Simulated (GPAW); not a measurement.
Crystal: BiTe.

```
Bi Te
1.0
     0.00000    3.23500    3.23500
     3.23500    0.00000    3.23500
     3.23500    3.23500    0.00000
Bi Te
1 1
Direct
  0.00000 0.00000 0.00000
  0.50000 0.50000 0.50000
```

Base run:

| Item | Value |
| --- | --- |
| Program | GPAW 26.7.0 |
| Functional | PBEsol |
| Potentials or basis | PAW data sets generated in the run's folder for this functional |
| Cutoff | 600 eV |
| Basis | pw |
| k mesh | 7 × 7 × 7 |
| Occupations | gaussian, width 0.1 eV |
| Spin | no spin polarisation |

Its results: band gap on the k mesh none (metal or under the smearing width); pressure -1.8 GPa.

Q: The run is repeated on the same cell with these changes: functional from PBEsol to RPBE; potentials or basis from PAW data sets generated in the run's folder for this functional to the program's PAW data sets (release 1.2.1) made for this functional. What comes out?

A: Band gap on the k mesh none (metal or under the smearing width); pressure 2.0 GPa.

Caveats: spin-orbit coupling is left out, which moves the levels of the heavy elements.

Not every run made on this cell is shown here.
